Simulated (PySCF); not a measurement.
# [HfF3(H2O)]+: other functionals and bases at one geometry

How far do other levels of theory move the description of [HfF3(H2O)]+, and what does each cost? The species was built from a template and needn't be a known compound.

The runs use PySCF 2.14.0; several levels, as the steps say, no spin–orbit coupling.

1 further run of the same task is left out (for a known fault of the program).

## Step 1: Where the work starts

7 atoms, charge 1, spin multiplicity 1.

Bond lengths: Hf1–F2 1.873 Å, Hf1–F3 1.871 Å, Hf1–F4 1.873 Å, Hf1–O5 2.185 Å, O5–H6 0.976 Å, O5–H7 0.976 Å. Angles: F2–Hf1–F3 111.9°, F2–Hf1–F4 114.1°, F2–Hf1–O5 105.1°, F3–Hf1–F4 111.9°, F3–Hf1–O5 108.1°, F4–Hf1–O5 105.1°, Hf1–O5–H6 126.6°, Hf1–O5–H7 126.6°, H6–O5–H7 106.7°.

Geometry (Å):

```xyz
7
charge 1, multiplicity 1
Hf    0.02917   -0.04062    0.04062
F     1.04141    1.14909    1.07332
F    -1.10121   -1.09529    1.09529
F     1.04141   -1.07332   -1.14909
O    -1.21741    1.22846   -1.22846
H    -1.54814    2.12088   -1.01362
H    -1.54814    1.01362   -2.12088
```

Formal oxidation states: Hf +4. An earlier session relaxed this geometry at PBE0, Hf def2-SVP with ECP60, F def2-SVP, O def2-SVP, H def2-SVP (singlet, point group Cs).

At PBE0 on the finer grid: E = -423.312970 Eh, HOMO -16.94 eV, LUMO -6.73 eV, Mulliken charge on Hf1 +1.57 e, largest force component 0.022 eV/Å. 

Levels to run: M06-L; CAM-B3LYP; PBE0, TZVP. Hardware: 2 threads of Intel Xeon Platinum 8488C (Sapphire Rapids), shared host.

## Step 2: M06-L

run.py (the lines that set the calculation) reads:

```python
mol = gto.M(atom='''
Hf     0.02917    -0.04062     0.04062
F      1.04141     1.14909     1.07332
F     -1.10121    -1.09529     1.09529
F      1.04141    -1.07332    -1.14909
O     -1.21741     1.22846    -1.22846
H     -1.54814     2.12088    -1.01362
H     -1.54814     1.01362    -2.12088''',
    basis={'Hf': 'def2-SVP', 'F': 'def2-SVP', 'O': 'def2-SVP', 'H': 'def2-SVP'},
    ecp={'Hf': 'def2-SVP'},
    charge=1, spin=0)
mf = dft.RKS(mol, xc='M06L')
mf.grids.atom_grid = (75, 302)
mf = mf.density_fit()  # fitting sets: Hf def2-universal-JKFIT, F def2-universal-JKFIT, O def2-universal-JKFIT, H def2-universal-JKFIT
mf.conv_tol = 1e-08; mf.max_cycle = 55
mf.kernel(dm0)  # dm0: the density of the relaxed state
```

Launch:

```console
OMP_NUM_THREADS=2 python run.py
```

## Step 3: CAM-B3LYP

Changes to run.py (the lines that set the calculation) since step 2:

```diff
@@ -11,3 +11,3 @@
     charge=1, spin=0)
-mf = dft.RKS(mol, xc='M06L')
+mf = dft.RKS(mol, xc='CAMB3LYP')
 mf.grids.atom_grid = (75, 302)
```

## Step 4: PBE0, TZVP

Basis: Hf def2-TZVP with ECP60, F def2-TZVP, O def2-TZVP, H def2-TZVP. 

Changes to run.py (the lines that set the calculation) since step 3:

```diff
@@ -8,6 +8,6 @@
 H     -1.54814     1.01362    -2.12088''',
-    basis={'Hf': 'def2-SVP', 'F': 'def2-SVP', 'O': 'def2-SVP', 'H': 'def2-SVP'},
-    ecp={'Hf': 'def2-SVP'},
+    basis={'Hf': 'def2-TZVP', 'F': 'def2-TZVP', 'O': 'def2-TZVP', 'H': 'def2-TZVP'},
+    ecp={'Hf': 'def2-TZVP'},
     charge=1, spin=0)
-mf = dft.RKS(mol, xc='CAMB3LYP')
+mf = dft.RKS(mol, xc='PBE0')
 mf.grids.atom_grid = (75, 302)
@@ -15,2 +15,2 @@
 mf.conv_tol = 1e-08; mf.max_cycle = 55
-mf.kernel(dm0)  # dm0: the density of the relaxed state
+mf.kernel(dm0)  # dm0: free metal ions and neutral atoms
```

**Question.** What will these runs give? Wanted: for each run, HOMO; gap; charge on Hf1; dipole; largest force.

The runs gave:

| level | state | HOMO (eV) | gap (eV) | charge on Hf1 (e) | dipole (D) | largest force (eV/Å) | basis functions | time |
| --- | --- | --- | --- | --- | --- | --- | --- | --- |
| PBE0 (relaxed here) | singlet | -16.94 | 10.21 | 1.57 | 8.07 | 0.02 | 98 | 12 s |
| M06-L | singlet | -15.35 | 7.99 | 1.69 | 7.94 | 0.18 | 98 | 6.8 s |
| CAM-B3LYP | singlet | -18.41 | 12.60 | 1.53 | 8.14 | 0.13 | 98 | 5.5 s |
| PBE0, TZVP | singlet | -16.99 | 10.27 | 1.78 | 8.01 | 0.22 | 176 | 10 s |

Times are on 2 threads of Intel Xeon Platinum 8488C (Sapphire Rapids), shared host; the first row also made further properties. The dipole of a charged species depends on the origin, so these sizes hold for this origin alone.

In one basis the HOMO–LUMO gap runs from 7.99 eV (M06-L) to 12.60 eV (CAM-B3LYP). The largest leftover force, 0.22 eV/Å with PBE0, TZVP, stands at a geometry relaxed at another level. The Mulliken charge on Hf spans +1.53 to +1.78 e over the levels. Total energies of different levels can't be compared. Spin–orbit coupling is left out throughout.
